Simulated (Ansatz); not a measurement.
# CsPbBr3: the cost of one run

Computed with the Python package of Ansatz 0.2.0. The levels of theory stand in the script.

## Step 1: The structure

It takes space group Pm-3m (No. 221, cubic). Conventional cell: a = 5.870 Å, b = 5.870 Å, c = 5.870 Å, α = 90.00°, β = 90.00°, γ = 90.00°. Around Cs (site symmetry m-3m) lie 12 Br at 4.15 Å. Pb (site symmetry m-3m) has 6 Br at 2.94 Å in its first shell of neighbours. Br (site symmetry 4/mmm) has 2 Pb at 2.94 Å and 4 Cs at 4.15 Å in its first shell of neighbours.

The script holds or builds the structure itself.

## Step 2: Script

Input file run_lattice.py:

```python
'''Relaxed cell of CsPbBr3 under several functionals.'''

import ansatz as az
import numpy as np

def edges_and_angles(cell):
    cell = np.asarray(cell)
    a, b, c = np.linalg.norm(cell, axis=1)
    cosines = cell[1] @ cell[2] / (b * c), cell[0] @ cell[2] / (a * c), cell[0] @ cell[1] / (a * b)
    return (a, b, c, *np.degrees(np.arccos(cosines)))


def main() -> None:
    structure = (
        az.Lattice.of([5.87, 0.0, 0.0], [0.0, 5.87, 0.0], [0.0, 0.0, 5.87])
        .atom('Cs', [0.0, 0.0, 0.0])
        .atom('Pb', [0.5, 0.5, 0.5])
        .atom('Br', [0.0, 0.5, 0.5])
        .atom('Br', [0.5, 0.0, 0.5])
        .atom('Br', [0.5, 0.5, 0.0])
    )

    base = (
        structure.calculation()
        .basis(550)
        .kpoints(4)
        .occupations('fixed')
        .relax(cell=True, force_tolerance=0.01)
    )

    levels = [('r2scan', 'none'), ('revpbe', 'd3bj'), ('rpbe', 'none')]
    print('level            a       b       c    alpha   beta  gamma  V/atom  steps')
    for name, dispersion in levels:
        seen = []
        run = base.functional(name, dispersion=dispersion).session().plan()
        result = run.execute(on_event=lambda e: seen.append(e) if e['event'] == 'relax_step' else None)
        cell = result.lattice.cell_ang
        label = name if dispersion == 'none' else f'{name}+{dispersion}'
        print('{:13s} {:7.4f} {:7.4f} {:7.4f} {:6.2f} {:6.2f} {:6.2f}'.format(label, *edges_and_angles(cell)), f'{abs(np.linalg.det(cell)) / len(result.lattice.sites):7.3f} {len(seen):5d}')


if __name__ == '__main__':
    main()
```

## Step 3: The input behind the calls

The engine receives this input (first run):

```yaml
crystal:
  lattice:
    - [5.87, 0.0, 0.0]
    - [0.0, 5.87, 0.0]
    - [0.0, 0.0, 5.87]
  atoms:
    - { symbol: Cs, position: [0.0, 0.0, 0.0] }
    - { symbol: Pb, position: [0.5, 0.5, 0.5] }
    - { symbol: Br, position: [0.0, 0.5, 0.5] }
    - { symbol: Br, position: [0.5, 0.0, 0.5] }
    - { symbol: Br, position: [0.5, 0.5, 0.0] }
basis:
  ecutwfc: 550.0
kpoints:
  mp_grid:
    grid: [4, 4, 4]
hamiltonian:
  xc: r2scan
  dispersion: none
scf:
  occupations:
    method: fixed
relax:
  f_tol: 0.01
  cell: {}
```

## Step 4: Running it

Launch:

```bash
python run_lattice.py
```

Q: Estimate wall time and peak memory on 1 thread of Arm Neoverse V2, shared host.

About 71 s, with a peak of 0.97 GiB.
